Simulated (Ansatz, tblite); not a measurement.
# n-SiSiSiSiSiH12 (Si5H12): a ladder of methods and basis sets

Aim: run the singlet of n-SiSiSiSiSiH12 (Si5H12) at one geometry on many levels, and compare frontier levels, spin and run time.

The runs use Ansatz 0.2.0, Gaussian basis; as each input shows.

Plan: GFN1-xTB, GFN2-xTB, PBE-D4/def2-TZVP, r2SCAN-D4/def2-TZVP, PBE-QIDH/def2-TZVP, LC-ωPBE/def2-TZVP, LDA/def2-TZVP, PBE-D4/def2-SVP, PBE0-D4/def2-SVP, HF/STO-3G, CCSD(T)/def2-SVP, MP2/def2-TZVP.

2 further runs of the same task are left out: 2 set aside as unsound or not needed. Runs told in other sessions of the task aren't counted.

## Step 1: The relaxed structure

The geometry is that of the singlet, from an earlier relaxation (r2SCAN-D4/def2-SVP).

17 atoms, charge 0, spin multiplicity 1.

Bond lengths: Si1–Si2 2.347 Å, Si1–H6 1.495 Å, Si1–H7 1.496 Å, Si1–H8 1.495 Å, Si2–Si3 2.349 Å, Si2–H9 1.497 Å, Si2–H10 1.498 Å, Si3–Si4 2.349 Å, Si3–H11 1.498 Å, Si3–H12 1.498 Å, Si4–Si5 2.347 Å, Si4–H13 1.498 Å, Si4–H14 1.497 Å, Si5–H15 1.495 Å, Si5–H16 1.495 Å, Si5–H17 1.496 Å. Angles: Si2–Si1–H6 109.6°, Si2–Si1–H7 111.5°, Si2–Si1–H8 109.6°, H6–Si1–H7 108.9°, H6–Si1–H8 108.4°, H7–Si1–H8 108.8°, Si1–Si2–Si3 108.7°, Si1–Si2–H9 110.2°, Si1–Si2–H10 109.4°, Si3–Si2–H9 111.1°, Si3–Si2–H10 109.2°, H9–Si2–H10 108.3°, Si2–Si3–Si4 107.8°, Si2–Si3–H11 109.6°, Si2–Si3–H12 110.7°, Si4–Si3–H11 110.7°, Si4–Si3–H12 109.5°, H11–Si3–H12 108.6° and more.

PBE0-D4/def2-TZVP was run before; its log isn't repeated, and its numbers join the tables.

## Step 2: GFN1-xTB

Tight binding, by tblite at 300 K electronic temperature and without a spin-polarisation term:

```python
tblite.interface.Calculator('GFN1-xTB', numbers, positions, charge=0, uhf=0).singlepoint()
```

Energy -426.8297 eV, HOMO -11.07 eV, LUMO -7.78 eV; 0.014 s.

## Step 3: GFN2-xTB

Tight binding, by tblite at 300 K electronic temperature and without a spin-polarisation term:

```python
tblite.interface.Calculator('GFN2-xTB', numbers, positions, charge=0, uhf=0).singlepoint()
```

Energy -400.0628 eV, HOMO -9.31 eV, LUMO -5.70 eV; 0.009 s.

## Step 4: PBE-D4/def2-TZVP

start.molden holds the orbitals of an earlier run on this state, given as this run's starting guess.

File in.yaml:

```yaml
crystal:
  periodic: [false, false, false]
  atoms:
    - {symbol: Si, position_ang: [0.292358, 1.066039, 2.396267]}
    - {symbol: Si, position_ang: [1.486216, -0.539727, 1.169347]}
    - {symbol: Si, position_ang: [-0.043778, -1.887625, 0.002624]}
    - {symbol: Si, position_ang: [-1.508002, -0.468474, -1.163890]}
    - {symbol: Si, position_ang: [-0.243915, 1.073239, -2.402596]}
    - {symbol: H, position_ang: [-0.718782, 0.385359, 3.262271]}
    - {symbol: H, position_ang: [1.199758, 1.881427, 3.261561]}
    - {symbol: H, position_ang: [-0.427982, 1.980327, 1.458153]}
    - {symbol: H, position_ang: [2.338341, -1.361095, 2.086087]}
    - {symbol: H, position_ang: [2.381951, 0.150388, 0.187259]}
    - {symbol: H, position_ang: [-0.797133, -2.745413, 0.972094]}
    - {symbol: H, position_ang: [0.669236, -2.778034, -0.967918]}
    - {symbol: H, position_ang: [-2.362537, 0.268603, -0.179121]}
    - {symbol: H, position_ang: [-2.405560, -1.248739, -2.073306]}
    - {symbol: H, position_ang: [0.534668, 1.946113, -1.471388]}
    - {symbol: H, position_ang: [0.719915, 0.340044, -3.279800]}
    - {symbol: H, position_ang: [-1.114763, 1.937565, -3.257652]}
basis:
  gaussian: {orbitals: def2-TZVP, initial_orbitals: start.molden}
hamiltonian: {xc: pbe, dispersion: d4}
scf: {omitted_lower_state_checks: [starts]}
output: {forces: true, orbitals: {seedname: orbitals}}
```

Started as:

```bash
$ ansatz run in.yaml --threads 4 --pin off --events-out ev --progress --plain --max-ram 4787MiB
```

After this run come: r2SCAN-D4/def2-TZVP; PBE-QIDH/def2-TZVP; LC-ωPBE/def2-TZVP; LDA/def2-TZVP; PBE-D4/def2-SVP; PBE0-D4/def2-SVP; HF/STO-3G; CCSD(T)/def2-SVP; MP2/def2-TZVP.

**Question.** What will the summary of the whole plan be? Wanted: gap in def2-TZVP, named functionals, smallest and largest; correlation energy, CCSD(T)/def2-SVP; correlation energy, MP2/def2-TZVP; binding an atom, CCSD(T)/def2-SVP; PBE0 total energy, smallest basis above largest.

As calculated:

```
                                                 quantity                              value
gap in def2-TZVP, named functionals, smallest and largest  5.52 eV (LDA), 11.99 eV (LC-ωPBE)
                     correlation energy, CCSD(T)/def2-SVP                          -17.38 eV
                        correlation energy, MP2/def2-TZVP                          -16.27 eV
                        binding an atom, CCSD(T)/def2-SVP                           2.794 eV
          PBE0 total energy, smallest basis above largest     13.71 eV (def2-SVP, def2-TZVP)
```

In words: Orbital gaps of the named functionals in def2-TZVP span 5.52 eV (LDA) to 11.99 eV (LC-ωPBE); exact exchange widens it. A small miss in a minimal or small basis is a cancelling of errors, not accuracy. The functionals in def2-TZVP miss CCSD(T)/def2-SVP by +0.147 (LC-ωPBE) to +0.474 eV (LDA) an atom. The yardstick is in a double-zeta basis, so levels in larger sets aren't compared like for like. CCSD(T)/def2-SVP isn't at the basis-set limit; small misses against it rank nothing.
